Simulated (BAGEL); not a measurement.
# singlet GaHBrO+: levels of theory compared

Aim: a comparison of 6 runs (HF/STO-3G, HF/def2-SVPD, B3LYP/6-31G*, B3LYP/def2-SVPD, PBE0/def2-SVPD, RI-MP2/def2-SVPD) of singlet GaHBrO+. 

The results are computed with BAGEL 1.2.2.

1 further run of the same task is left out (set aside as unsound or not needed). Runs told in other sessions of the task aren't counted.

### Step 1. The molecule

GaHBrO+ has 4 atoms, charge +1, and is taken as a singlet. SMILES of the parent species: `[OH][Ga][Br]`. The coordinates come from a PBE0-D4/def2-TZVP relaxation. That shape belongs to the parent species and isn't relaxed for this state.

Bond lengths: O1–Ga2 1.795 Å, Ga2–Br3 2.313 Å, O1–H4 0.961 Å. Angles: O1–Ga2–Br3 116.0°, Ga2–O1–H4 114.2°.

### Step 2. A single-point energy at HF/STO-3G (density fitting with qzvpp-jkfit) (run 1)

calc.json reads:

```json
{ "bagel": [

{
  "title": "molecule",
  "basis": "sto-3g",
  "df_basis": "qzvpp-jkfit",
  "angstrom": true,
  "geometry": [
    { "atom": "O", "xyz": [   -0.945400,    0.045500,   -0.527800 ] },
    { "atom": "Ga", "xyz": [    0.607600,    0.441600,    0.280200 ] },
    { "atom": "Br", "xyz": [    1.823300,   -1.358700,    1.075700 ] },
    { "atom": "H", "xyz": [   -1.429900,    0.811300,   -0.848400 ] }
  ]
},
{ "title": "hf", "charge": 1 },
{ "title": "print", "file": "orbitals.molden", "orbitals": true }

]}
```

Launch:

```
BAGEL_NUM_THREADS=1 BAGEL calc.json > calc.out
```

What it wrote:

```text
* using 1 threads per process

  ===============================================================
  ===============================================================

  *** Geometry ***

  { "atom" : "O", "xyz" : [     -1.786547,      0.085983,     -0.997397 ] },
  { "atom" : "Ga", "xyz" : [      1.148198,      0.834503,      0.529501 ] },
  { "atom" : "Br", "xyz" : [      3.445538,     -2.567571,      2.032778 ] },
  { "atom" : "H", "xyz" : [     -2.702119,      1.533135,     -1.603244 ] },

  Number of auxiliary basis functions:      627

  Since a DF basis is specified, we compute 2- and 3-index integrals:
    o Being stored without compression. Storage requirement is 0.009 GB

  Number of basis functions:       42
  Number of electrons      :       75

    * METHOD: MOLECULE                             0.35

  *** RHF ***

  === Nuclear Repulsion ===
   379.3200777306

      * DIIS with orbital gradients will be used.

  === RHF iteration (sto-3g) ===
      0      -4519.32241516          0.02745491           0.08
      1      -4519.37931748          0.02851237           0.08
      2      -4519.78657226          0.00348046           0.08
      3      -4519.79272759          0.00118624           0.07
      4      -4519.79429287          0.00045886           0.07
      5      -4519.79462930          0.00018371           0.07
      6      -4519.79471598          0.00008414           0.08
      7      -4519.79473273          0.00006022           0.07
      8      -4519.79474555          0.00003546           0.08
      9      -4519.79475033          0.00002210           0.07
     10      -4519.79475229          0.00000878           0.07
     11      -4519.79475254          0.00000347           0.07
     12      -4519.79475257          0.00000132           0.07
     13      -4519.79475258          0.00000065           0.07
     14      -4519.79475258          0.00000041           0.08
     15      -4519.79475258          0.00000031           0.07
     16      -4519.79475258          0.00000024           0.07
     17      -4519.79475258          0.00000019           0.07
     18      -4519.79475258          0.00000010           0.07
     19      -4519.79475258          0.00000005           0.07
     20      -4519.79475258          0.00000002           0.07
     21      -4519.79475258          0.00000001           0.08
     22      -4519.79475258          0.00000001           0.08
    * SCF iteration converged.

    * Permanent dipole moment:
           (    0.786402,    -2.233621,     0.597055) a.u.

    * METHOD: HF                                   1.93

    * METHOD: PRINT                                0.01

  ===============================================================
```

It took 2.4 s on 1 thread of Arm Neoverse V1, shared host.

### Step 3. A single-point energy at HF/def2-SVPD (density fitting with qzvpp-jkfit) (run 2)

input.json reads:

```json
{ "bagel" : [

{
  "title" : "molecule",
  "basis" : "def2-svpd.json",
  "df_basis" : "qzvpp-jkfit",
  "angstrom" : true,
  "geometry" : [
    { "atom" : "O", "xyz" : [   -0.945400,    0.045500,   -0.527800 ] },
    { "atom" : "Ga", "xyz" : [    0.607600,    0.441600,    0.280200 ] },
    { "atom" : "Br", "xyz" : [    1.823300,   -1.358700,    1.075700 ] },
    { "atom" : "H", "xyz" : [   -1.429900,    0.811300,   -0.848400 ] }
  ]
},
{ "title" : "hf", "charge" : 1 },
{ "title" : "print", "file" : "orbitals.molden", "orbitals" : true }

]}
```

The basis set def2-SVPD is read from a file made from the Basis Set Exchange's data (not shown).

Launch:

```
BAGEL_NUM_THREADS=1 BAGEL input.json > input.out
```

What it wrote:

```text
* using 1 threads per process

  ===============================================================
  ===============================================================

  *** Geometry ***

  { "atom" : "O", "xyz" : [     -1.786547,      0.085983,     -0.997397 ] },
  { "atom" : "Ga", "xyz" : [      1.148198,      0.834503,      0.529501 ] },
  { "atom" : "Br", "xyz" : [      3.445538,     -2.567571,      2.032778 ] },
  { "atom" : "H", "xyz" : [     -2.702119,      1.533135,     -1.603244 ] },

  Number of auxiliary basis functions:      627

  Since a DF basis is specified, we compute 2- and 3-index integrals:
    o Being stored without compression. Storage requirement is 0.061 GB

  Number of basis functions:      110
  Number of electrons      :       75

    * METHOD: MOLECULE                             0.49

  *** RHF ***

  === Nuclear Repulsion ===
   379.3200777306

      * DIIS with orbital gradients will be used.

  === RHF iteration (def2-svpd.json) ===
      0      -4569.97055956          0.02069014           0.25
      1      -4570.01302161          0.02243639           0.25
      2      -4570.24321900          0.00135728           0.25
      3      -4570.24506051          0.00067338           0.25
      4      -4570.24550111          0.00019028           0.25
      5      -4570.24556510          0.00007166           0.25
      6      -4570.24557988          0.00003959           0.24
      7      -4570.24558638          0.00001805           0.25
      8      -4570.24558757          0.00000945           0.25
      9      -4570.24558776          0.00000379           0.25
     10      -4570.24558780          0.00000149           0.25
     11      -4570.24558780          0.00000071           0.25
     12      -4570.24558780          0.00000032           0.25
     13      -4570.24558780          0.00000014           0.25
     14      -4570.24558780          0.00000008           0.25
     15      -4570.24558780          0.00000005           0.24
     16      -4570.24558780          0.00000002           0.24
     17      -4570.24558780          0.00000001           0.25
     18      -4570.24558780          0.00000001           0.24
    * SCF iteration converged.

    * Permanent dipole moment:
           (    0.376961,    -2.572744,     0.402145) a.u.

    * METHOD: HF                                   5.26

    * METHOD: PRINT                                0.03

  ===============================================================
```

It took 6 s on 1 thread of Arm Neoverse V1, shared host; peak memory 0.21 GiB.

Runs 3 to 5 aren't shown in full; the table further down has their settings and results.

### Step 4. The energy at RI-MP2/def2-SVPD (density fitting with qzvpp-jkfit) (run 6)

input.json reads:

```json
{ "bagel" : [

{
  "title" : "molecule",
  "basis" : "def2-svpd.json",
  "df_basis" : "qzvpp-jkfit",
  "angstrom" : true,
  "geometry" : [
    { "atom" : "O", "xyz" : [      -0.945400,       0.045500,      -0.527800 ] },
    { "atom" : "Ga", "xyz" : [       0.607600,       0.441600,       0.280200 ] },
    { "atom" : "Br", "xyz" : [       1.823300,      -1.358700,       1.075700 ] },
    { "atom" : "H", "xyz" : [      -1.429900,       0.811300,      -0.848400 ] }
  ]
},

{
  "title" : "hf",
  "charge" : 1
},

{
  "title" : "mp2",
  "charge" : 1,
  "ncore" : 19
}

]}
```

The basis set def2-SVPD is read from a file made from the Basis Set Exchange's data (not shown).

Launch:

```
BAGEL_NUM_THREADS=1 BAGEL input.json > input.out
```

What it wrote:

```text
* using 1 threads per process

  ===============================================================
  ===============================================================

  *** Geometry ***

  { "atom" : "O", "xyz" : [     -1.786547,      0.085983,     -0.997397 ] },
  { "atom" : "Ga", "xyz" : [      1.148198,      0.834503,      0.529501 ] },
  { "atom" : "Br", "xyz" : [      3.445538,     -2.567571,      2.032778 ] },
  { "atom" : "H", "xyz" : [     -2.702119,      1.533135,     -1.603244 ] },

  Number of auxiliary basis functions:      627

  Since a DF basis is specified, we compute 2- and 3-index integrals:
    o Being stored without compression. Storage requirement is 0.061 GB

  Number of basis functions:      110
  Number of electrons      :       75

    * METHOD: MOLECULE                             0.49

  *** RHF ***

  === Nuclear Repulsion ===
   379.3200777306

      * DIIS with orbital gradients will be used.

  === RHF iteration (def2-svpd.json) ===
      0      -4569.97055956          0.02069014           0.26
      1      -4570.01302161          0.02243639           0.25
      2      -4570.24321900          0.00135728           0.25
      3      -4570.24506051          0.00067338           0.25
      4      -4570.24550111          0.00019028           0.25
      5      -4570.24556510          0.00007166           0.25
      6      -4570.24557988          0.00003959           0.25
      7      -4570.24558638          0.00001805           0.25
      8      -4570.24558757          0.00000945           0.25
      9      -4570.24558776          0.00000379           0.25
     10      -4570.24558780          0.00000149           0.25
     11      -4570.24558780          0.00000071           0.25
     12      -4570.24558780          0.00000032           0.26
     13      -4570.24558780          0.00000014           0.25
     14      -4570.24558780          0.00000008           0.26
     15      -4570.24558780          0.00000005           0.25
     16      -4570.24558780          0.00000002           0.25
     17      -4570.24558780          0.00000001           0.25
     18      -4570.24558780          0.00000001           0.25
    * SCF iteration converged.

    * Permanent dipole moment:
           (    0.376961,    -2.572744,     0.402145) a.u.

    * METHOD: HF                                   5.28

  *** RHF ***

  === Nuclear Repulsion ===
   379.3200777306

      * DIIS with orbital gradients will be used.

  === RHF iteration (def2-svpd.json) ===
      0      -4570.24558780          0.00000000           0.25
    * SCF iteration converged.

    * Permanent dipole moment:
           (    0.376961,    -2.572744,     0.402145) a.u.

  === DF-MP2 calculation ===

    * freezing 19 orbitals
    * 3-index integral transformation done
    * assembly done

      MP2 correlation energy:   -0.6343853187      0.14

      MP2 total energy:       -4570.8799731210

    * METHOD: MP2                                  0.65

  ===============================================================
```

Run time: 6.6 s. Hardware: 1 thread of Arm Neoverse V1, shared host; peak memory 0.21 GiB.

### Step 5. Overview of the runs

| run | level | frozen core orbitals | energy (Eh) | HOMO energy (eV) | LUMO energy (eV) | HOMO–LUMO gap (eV) | wall time |
| --- | --- | --- | --- | --- | --- | --- | --- |
| 1 | HF/STO-3G (density fitting with qzvpp-jkfit) | – | -4519.794753 | -15.27 | -5.25 | 10.02 | 2.4 s |
| 2 | HF/def2-SVPD (density fitting with qzvpp-jkfit) | – | -4570.245588 | -17.25 | -7.99 | 9.26 | 6 s |
| 3 | B3LYP/6-31G* (density fitting with qzvpp-jkfit, spherical functions) | – | -4574.045645 | -14.20 | -11.30 | 2.90 | 11 s |
| 4 | B3LYP/def2-SVPD (density fitting with qzvpp-jkfit) | – | -4574.034645 | -14.26 | -11.32 | 2.94 | 18 s |
| 5 | PBE0/def2-SVPD (density fitting with qzvpp-jkfit) | – | -4573.327706 | -14.50 | -11.04 | 3.46 | 17 s |
| 6 | RI-MP2/def2-SVPD (density fitting with qzvpp-jkfit) | 19 | -4570.879973 | – | – | – | 6.6 s |

### Step 6. Outcome

| quantity | value |
| --- | --- |
| run 6: total energy | -4570.87997 Eh |
| run 6: correlation energy (19 core orbitals frozen) | -634.4 mEh |

What this shows: Over runs 1, 2, 3, 4, 5 the HOMO–LUMO gap runs from 2.90 eV (B3LYP/6-31G*) to 10.02 eV (HF/STO-3G). The two ends differ in method and basis. Totals of different functionals can't be ranked against each other. In run 1 the basis is minimal, so the values are rough. All runs together took 60 s, the longest 18 s.
